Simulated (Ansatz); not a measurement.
# C4H15GeNSi: basis-set convergence

The task here is to estimate one member of a computed series from the others.

The runs use Ansatz 0.2.0, Gaussian basis; one geometry, several basis sets.

The runs, in order: PBE0-D4/def2-SVP; ωB97M-V/def2-SVP; PBE0-D4/def2-QZVPP; ωB97M-V/def2-QZVPP; the functionals' def2-TZVPP values are taken from earlier runs.

### The relaxed structure

All runs share one geometry, relaxed beforehand with PBE0-D4 in a triple-zeta def2 set.

22 atoms, charge 0, spin multiplicity 1.

Atoms are counted from 1 here; the program's logs count them from 0.

Bond lengths: C1–N2 1.456 Å, C1–H8 1.095 Å, C1–H9 1.099 Å, C1–H10 1.096 Å, N2–Ge3 1.835 Å, N2–Si4 1.735 Å, Ge3–H11 1.547 Å, Ge3–H12 1.533 Å, Ge3–H13 1.542 Å, Si4–C5 1.876 Å, Si4–C6 1.870 Å, Si4–C7 1.874 Å, C5–H14 1.094 Å, C5–H15 1.093 Å, C5–H16 1.094 Å, C6–H17 1.092 Å, C6–H18 1.093 Å, C6–H19 1.094 Å and more. Angles: N2–C1–H8 110.9°, N2–C1–H9 113.0°, N2–C1–H10 111.4°, H8–C1–H9 107.1°, H8–C1–H10 106.6°, H9–C1–H10 107.5°, C1–N2–Ge3 114.0°, C1–N2–Si4 117.6°, Ge3–N2–Si4 126.8°, N2–Ge3–H11 111.2°, N2–Ge3–H12 110.0°, N2–Ge3–H13 107.0°, H11–Ge3–H12 109.6°, H11–Ge3–H13 108.1°, H12–Ge3–H13 110.8°, N2–Si4–C5 110.5°, N2–Si4–C6 109.8°, N2–Si4–C7 109.6° and more.

The first run:

The input, in.yaml:

```yaml
crystal:
  periodic: [false, false, false]
  atoms:
    - {symbol: C, position_ang: [2.039852, -0.483508, -0.501627]}
    - {symbol: N, position_ang: [0.818706, -0.572918, 0.286906]}
    - {symbol: Ge, position_ang: [0.728633, -2.060248, 1.358285]}
    - {symbol: Si, position_ang: [-0.489407, 0.485313, -0.134775]}
    - {symbol: C, position_ang: [-0.971199, 0.250815, -1.932300]}
    - {symbol: C, position_ang: [-1.967649, 0.127131, 0.952387]}
    - {symbol: C, position_ang: [0.040092, 2.266666, 0.109754]}
    - {symbol: H, position_ang: [2.141519, 0.508464, -0.952859]}
    - {symbol: H, position_ang: [2.078142, -1.215775, -1.319899]}
    - {symbol: H, position_ang: [2.929384, -0.636796, 0.120384]}
    - {symbol: H, position_ang: [0.539635, -3.344931, 0.518013]}
    - {symbol: H, position_ang: [-0.430039, -1.920371, 2.352214]}
    - {symbol: H, position_ang: [2.076756, -2.165450, 2.099271]}
    - {symbol: H, position_ang: [-0.124125, 0.431872, -2.599927]}
    - {symbol: H, position_ang: [-1.324838, -0.767888, -2.113345]}
    - {symbol: H, position_ang: [-1.769470, 0.940912, -2.220374]}
    - {symbol: H, position_ang: [-1.741589, 0.266136, 2.012081]}
    - {symbol: H, position_ang: [-2.349063, -0.887925, 0.816974]}
    - {symbol: H, position_ang: [-2.774434, 0.818327, 0.691156]}
    - {symbol: H, position_ang: [0.908709, 2.526310, -0.500966]}
    - {symbol: H, position_ang: [0.298765, 2.454071, 1.154979]}
    - {symbol: H, position_ang: [-0.767980, 2.949793, -0.167734]}
basis:
  gaussian: {orbitals: def2-SVP}
hamiltonian: {xc: pbe0, dispersion: d4}
output: {orbitals: {seedname: orbitals}}
```

Command:

```bash
> ansatz run in.yaml --threads 5 --pin off --events-out ev --progress --plain --max-ram 66560MiB --backend cpu
```

Steps of the session up to this table: PBE0-D4 in def2-SVP; ωB97M-V in def2-SVP; PBE0-D4 in def2-QZVPP; ωB97M-V in def2-QZVPP.

One of the session's tables, all rows but one given; the rest of the session is left out.

It belongs to the step «Functionals by basis». 

```
functional       basis  HOMO (eV)  LUMO (eV)
   PBE0-D4    def2-SVP      -6.34       0.99
   PBE0-D4  def2-TZVPP      -6.45       0.61
   PBE0-D4  def2-QZVPP      -6.46       0.31
   ωB97M-V    def2-SVP      -8.61       2.71
   ωB97M-V  def2-TZVPP          ?          ?
   ωB97M-V  def2-QZVPP      -8.75       1.52
```

**Question.** Estimate the row for ωB97M-V, def2-TZVPP.

As computed: HOMO (eV): -8.74; LUMO (eV): 2.08. In the column «HOMO (eV)» it lies between ωB97M-V, def2-QZVPP (-8.75) and ωB97M-V, def2-SVP (-8.61).
